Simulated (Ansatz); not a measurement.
**LiAg: shape, modes and thermochemistry**

The task is to find a stationary geometry of LiAg, then compute its harmonic vibrations to see whether it is a minimum and to get the zero-point energy and entropy, and look at its orbitals and charge.

Method: RKS PBE0-D4/def2-TZVP; program: Ansatz 0.2.0, Gaussian basis.

Levels to be run: relaxation at PBE0-D4/def2-TZVP; harmonic vibrations at the same level; a single point in def2-TZVPP for the fields.

## 1. Starting geometry

SMILES `[Li][Ag]`, 2 atoms, charge 0, spin multiplicity 1.

Atoms are counted from 1 here; the program's logs count them from 0.

Bond lengths: Li1–Ag2 2.422 Å.

Geometry (Å):

```xyz
2
AgLi
Li    1.03267   -0.34755    0.52856
Ag   -1.03267    0.34755   -0.52856
```

The start is a GFN2-xTB geometry. Ag takes the def2 core potential; no spin-orbit term is included.

## 2. Optimising with PBE0-D4/def2-TZVP

in.yaml reads:

```yaml
crystal:
  periodic: [false, false, false]
  atoms:
    - {symbol: Li, position_ang: [1.032670, -0.347550, 0.528560]}
    - {symbol: Ag, position_ang: [-1.032670, 0.347550, -0.528560]}
basis:
  gaussian: {orbitals: def2-TZVP}
hamiltonian: {xc: pbe0, dispersion: d4}
relax: {f_tol: 0.005, max_steps: 150}
```

Started as:

```bash
ansatz run in.yaml --threads 2 --pin off --events-out ev --progress --plain --max-ram 32768MiB --backend cpu
```

The runs that follow: Force constants and modes; A single point for the fields.

**Question.** What will the summary of the whole plan be? Wanted: point group; shift from the start; total energy; dispersion term; dipole moment; wavenumber; zero-point energy; HOMO, LUMO.

As calculated:

| quantity | value |
| --- | --- |
| point group | C∞v |
| steps | 2 |
| shift from the start (rms) | 0.010 Å |
| total energy | -4203.9908 eV |
| dispersion term | -13 meV |
| dipole moment | 4.50 D |
| wavenumber | 374 cm⁻¹ |
| zero-point energy | 2.2 kJ/mol |
| entropy at 298.15 K | 231.8 J/(mol K) |
| HOMO, LUMO | -4.69, -1.44 eV |

In words: The atoms moved 0.010 Å (rms) from the start; Li1–Ag2 went from 2.422 to 2.403 Å. All wavenumbers are real, so the end point is a minimum. The stiffest mode, 374 cm⁻¹, is a Li–Ag stretch. The largest Mulliken charge, +0.30 e, sits on Li1. The HOMO lies mostly on Ag2 69 %; Li1 31 % and the LUMO on Li1 79 %; Ag2 21 %.
